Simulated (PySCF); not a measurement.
**[WO3(OH)]−: other functionals and bases at one geometry**

An exercise on one series of results from a longer session: the logs are not shown, and one member is left open.

The runs use PySCF 2.14.0; several levels, as the steps say, no spin–orbit coupling.

4 further runs of the same task are left out: 2 for a known fault of the program, 1 that didn't finish, 1 set aside as unsound or not needed.

### The starting structure

6 atoms, charge -1, spin multiplicity 1.

Bond lengths: W1–O2 1.770 Å, W1–O3 1.768 Å, W1–O4 1.770 Å, W1–O5 1.967 Å, O5–H6 0.974 Å. Angles: O2–W1–O3 110.3°, O2–W1–O4 108.7°, O2–W1–O5 109.4°, O3–W1–O4 110.3°, O3–W1–O5 108.9°, O4–W1–O5 109.4°, W1–O5–H6 113.9°.

As a file:

```
W     0.0000   -0.0220   -0.0443
O     1.4380    0.0203   -1.0752
O     0.0000    1.3558    1.0643
O    -1.4380    0.0203   -1.0752
O     0.0000   -1.6852    1.0067
H     0.0000   -2.4943    0.4652
```

Formal oxidation states: W +6. An earlier session relaxed this geometry at TPSS, W def2-SVP with ECP60, O def2-SVP, H def2-SVP (singlet, point group Cs).

At TPSS on the finer grid: E = -368.682072 Eh, HOMO -1.19 eV, LUMO 3.68 eV, Mulliken charge on W1 +0.81 e, largest force component 0.013 eV/Å. 

Levels to run: M06-L; BP86; CAM-B3LYP; PBE; TPSS, TZVP; TPSS, x2c-SVP. Hardware: 2 threads of Arm Neoverse V1, shared host.

The first run:

Contents of run.py (the lines that set the calculation):

```python
mol = gto.M(atom='''
W      0.00000    -0.02204    -0.04426
O      1.43803     0.02026    -1.07522
O      0.00000     1.35578     1.06429
O     -1.43803     0.02026    -1.07522
O      0.00000    -1.68521     1.00674
H      0.00000    -2.49428     0.46517''',
    basis={'W': 'def2-SVP', 'O': 'def2-SVP', 'H': 'def2-SVP'},
    ecp={'W': 'def2-SVP'},
    charge=-1, spin=0)
mf = dft.RKS(mol, xc='M06L')
mf.grids.atom_grid = (75, 302)
mf = mf.density_fit()  # fitting sets: W def2-universal-JKFIT, O def2-universal-JKFIT, H def2-universal-JKFIT
mf.conv_tol = 1e-08; mf.max_cycle = 55
mf.kernel(dm0)  # dm0: the density of the relaxed state
```

Launch:

```
OMP_NUM_THREADS=2 python run.py
```

Steps of the session up to this table: M06-L; BP86; CAM-B3LYP; PBE; TPSS, TZVP; TPSS, x2c-SVP.

One table of the session follows, with a row left open; its other results are not shown here.

| level | HOMO (eV) | gap (eV) | charge on W1 (e) | dipole (D) | largest force component (eV/Å) |
| --- | --- | --- | --- | --- | --- |
| TPSS (relaxed here) | -1.19 | 4.88 | 0.81 | 3.24 | 0.01 |
| M06-L | -1.38 | 5.27 | 1.10 | 3.26 | 0.51 |
| BP86 | -1.19 | 4.75 | 0.68 | 3.21 | 0.09 |
| CAM-B3LYP | ? | ? | ? | ? | ? |
| PBE | -1.08 | 4.59 | 0.66 | 3.20 | 0.04 |
| TPSS, TZVP | -1.43 | 4.84 | 1.31 | 3.20 | 0.23 |
| TPSS, x2c-SVP | -1.37 | 4.76 | 0.66 | 3.12 | 0.82 |

**Question.** Estimate the row for CAM-B3LYP.

**Answer.** HOMO (eV): -4.12; gap (eV): 9.09; charge on W1 (e): 0.87; dipole (D): 3.37; largest force component (eV/Å): 1.05. In the column «HOMO (eV)» it is the lowest.

The dipole of a charged species depends on the origin, so these sizes hold for this origin alone.

In one basis the HOMO–LUMO gap runs from 4.59 eV (PBE) to 9.09 eV (CAM-B3LYP). The largest leftover force, 1.05 eV/Å with CAM-B3LYP, stands at a geometry relaxed at another level. Total energies of different levels can't be compared.
